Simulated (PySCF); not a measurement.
# HfF4: other functionals and bases at one geometry

An exercise on one series of results from a longer session: the logs are not shown, and one member is left open.

Program: PySCF 2.14.0. Level of theory: several levels, as the steps say, no spin–orbit coupling. These are calculated values, not measurements.

1 further run of the same task is left out (for a known fault of the program).

## Where the work starts

5 atoms, charge 0, spin multiplicity 1.

Bond lengths: Hf1–F2 1.905 Å, Hf1–F3 1.905 Å, Hf1–F4 1.905 Å, Hf1–F5 1.905 Å. Angles: F2–Hf1–F3 109.5°, F2–Hf1–F4 109.5°, F2–Hf1–F5 109.5°, F3–Hf1–F4 109.5°, F3–Hf1–F5 109.5°, F4–Hf1–F5 109.5°.

Geometry (Å):

```csv
atom,x (Å),y (Å),z (Å)
Hf1,0.0000,0.0000,0.0000
F2,1.0998,1.0998,1.0998
F3,-1.0998,-1.0998,1.0998
F4,1.0998,-1.0998,-1.0998
F5,-1.0998,1.0998,-1.0998
```

Formal oxidation states: Hf +4. An earlier session relaxed this geometry at PBE0, Hf def2-SVP with ECP60, F def2-SVP (singlet, point group Td).

At PBE0 on the finer grid: E = -447.025629 Eh, HOMO -12.04 eV, LUMO -0.85 eV, Mulliken charge on Hf1 +1.44 e, largest force component 0.024 eV/Å. 

Levels to run: M06-L; TPSS; PBE0, TZVP. Hardware: 2 threads of Arm Neoverse V2, shared host.

The first run:

Input file run.py (the lines that set the calculation):

```python
mol = gto.M(atom='''
Hf     0.00000     0.00000     0.00000
F      1.09985     1.09985     1.09985
F     -1.09985    -1.09985     1.09985
F      1.09985    -1.09985    -1.09985
F     -1.09985     1.09985    -1.09985''',
    basis={'Hf': 'def2-SVP', 'F': 'def2-SVP'},
    ecp={'Hf': 'def2-SVP'},
    charge=0, spin=0)
mf = dft.RKS(mol, xc='M06L')
mf.grids.atom_grid = (75, 302)
mf = mf.density_fit()  # fitting sets: Hf def2-universal-JKFIT, F def2-universal-JKFIT
mf.conv_tol = 1e-08; mf.max_cycle = 55
mf.kernel(dm0)  # dm0: the density of the relaxed state
```

Command:

```console
$ OMP_NUM_THREADS=2 python run.py
```

Among the steps run: M06-L; TPSS; PBE0, TZVP.

One of the session's tables, all rows but one given; the rest of the session is left out.

| level | HOMO (eV) | gap (eV) | charge on Hf1 (e) | largest force component (eV/Å) |
| --- | --- | --- | --- | --- |
| PBE0 (relaxed here) | -12.04 | 11.19 | 1.44 | 0.02 |
| M06-L | ? | ? | ? | ? |
| TPSS | -10.03 | 8.63 | 1.30 | 0.19 |
| PBE0, TZVP | -12.17 | 11.23 | 1.70 | 0.14 |

Estimate the missing values for M06-L.

As computed: HOMO (eV): -10.41; gap (eV): 9.07; charge on Hf1 (e): 1.58; largest force component (eV/Å): 0.13. In the column «HOMO (eV)» it lies between PBE0 (relaxed here) (-12.04) and TPSS (-10.03).

In one basis the HOMO–LUMO gap runs from 8.63 eV (TPSS) to 11.19 eV (PBE0). The largest leftover force, 0.19 eV/Å with TPSS, stands at a geometry relaxed at another level. Total energies of different levels can't be compared.
